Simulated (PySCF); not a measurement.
# C4H2ClF3O: the cost of one run

Computed with PySCF 2.14.0 and routines of our own; the level stands in each step. Atoms count from 0.

## 1. The starting structure

11 atoms, charge 0, multiplicity 1; geometry from: GFN2-xTB.

## 2. Magnetic properties: GIAO PBE/pcSseg-1

Job settings and geometry (Å):

```
{"job": {"kind": "mag", "xc": "PBE", "basis": "pcSseg-1", "isotopologues": 0}, "charge": 0, "multiplicity": 1}
O      2.336941    -1.483109    -0.803491
C      1.675631    -0.909277    -0.052030
C      0.896713    -0.255468     0.775166
F      1.073425    -0.385559     2.121878
C     -0.176431     0.705788     0.359999
F      0.363511     1.866849    -0.162061
C     -1.118705     0.125519    -0.701497
F     -0.404070    -0.442032    -1.705870
Cl    -2.148009    -1.122639     0.034473
H     -0.742926     0.998533     1.252440
H     -1.750655     0.904066    -1.144971
```

With the program's defaults for keys left out, this is: GIAO PBE/pcSseg-1 magnetisability, rotational g tensor and spin-rotation constants, non-relativistic, gas phase.

Run with:

```console
$ OMP_NUM_THREADS=1 python excited_run.py task.json out
```

The driver reads the jobs from task.json and runs them one after another.

Q: Estimate the wall time and peak memory of this first job on 1 thread of Arm Neoverse V1, shared host.

About 48 s, with a peak of 0.63 GiB.
